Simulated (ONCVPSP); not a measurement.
# Pseudopotential generation for tungsten: ONCV, PBE

Do these settings give a usable potential? It is generated, then checked for transferability, scattering, ghosts and hardness.

Method: ONCVPSP 4.0.1.1 (patched build), PBE, scalar-relativistic.

### Step 1. Starting point

The settings as typed:

| Quantity | Value |
| --- | --- |
| element | tungsten (W, Z = 74) |
| type | optimised norm-conserving Vanderbilt (ONCV) |
| frozen core | [Kr] 4d10 4f14 |
| valence charge | 14 |
| reference configuration | 5s2 5p6 5d4 6s2 |
| partial waves | 5s+6s: rc 1.85 bohr, ncon 3, nbas 7, qcut 7.6 1/bohr, 2 projectors; 5p: rc 1.75 bohr, ncon 5, nbas 9, qcut 8.4 1/bohr, 1 projector; 5d: rc 1.60 bohr, ncon 3, nbas 7, qcut 5.9 1/bohr, local |
| local potential | the d channel |
| core correction | not asked for |

### Step 2. Generation

Contents of W.dat:

```
# ATOM AND REFERENCE CONFIGURATION
# atsym  z   nc   nv     iexc    psfile
  W 74.00   10    4        4      upf
#
#   n    l    f
    1    0    2.00
    2    0    2.00
    2    1    6.00
    3    0    2.00
    3    1    6.00
    3    2   10.00
    4    0    2.00
    4    1    6.00
    4    2   10.00
    4    3   14.00
    5    0    2.00
    5    1    6.00
    5    2    4.00
    6    0    2.00
#
# PSEUDOPOTENTIAL AND OPTIMIZATION
# lmax
    2
#
#   l,   rc,      ep,       ncon, nbas, qcut
    0    1.85    0.00    3    7    7.60
    1    1.75    0.00    5    9    8.40
    2    1.60    0.00    3    7    5.90
#
# LOCAL POTENTIAL
# lloc, lpopt,  rc(5),   dvloc0
    2    5    1.60    0.00
#
# VANDERBILT-KLEINMAN-BYLANDER PROJECTORs
# l, nproj, debl
    0    2    3.70
    1    1    4.00
    2    0    1.20
#
# MODEL CORE CHARGE
# icmod, fcfact, rcfact
    0    0.00    0.00
#
# LOG DERIVATIVE ANALYSIS
# epsh1, epsh2, depsh
   -4.00    5.00    0.02
#
# OUTPUT GRID
# rlmax, drl
    6.00    0.01
#
# TEST CONFIGURATIONS
# ncnf
    4
# nvcnf
#   n    l    f
    4
    5    0    2.00
    5    1    6.00
    5    2    4.00
    6    0    1.00
#
    4
    5    0    2.00
    5    1    6.00
    5    2    4.00
    6    0    0.00
#
    4
    5    0    2.00
    5    1    6.00
    5    2    3.00
    6    0    0.00
#
    4
    5    0    2.00
    5    1    6.00
    5    2    3.00
    6    0    2.00
#
```

Command:

```bash
$ oncvpsp.x < W.dat > W.out
```

**Question.** What will these runs give? Wanted: cutoffs for 1 and 0.1 mHa per electron, occupied waves; bound ghosts; GHOST(+) flags; largest test error; largest phase difference near zero energy, channels read.

As calculated:

| quantity | value |
| --- | --- |
| cutoffs for 1 and 0.1 mHa per electron, occupied waves | 25 Ha and 30 Ha |
| bound ghosts | p at -240.00 eV |
| GHOST(+) flags | none at low energy |
| largest test error (AE − PS) | -4.8 meV, for 5s2 5p6 5d3 6s0 |
| largest phase difference near zero energy, channels read | 0.068 rad |

**Reading.** A bound ghost (p) makes it unfit for use: electrons can fall into a state that the atom doesn't have. By total energies transferability is very good: the largest error is 4.8 meV on 49.9 eV, for 5s2 5p6 5d3 6s0. Atomic tests can pass in spite of a ghost, since they solve only for the levels asked. By its cutoff, 25 Ha for the looser tolerance, it is of middling hardness. At the looser tolerance the 5p wave is the slowest; 5s needs 18 Ha. Of the channels read, p scatters worst near zero energy, by up to 0.07 rad (at the energies tabulated). Note that the frozen 4f shell (-33 eV) lies higher than the valence 5s shell (-79 eV). All of this concerns the isolated atom, not yet a solid.
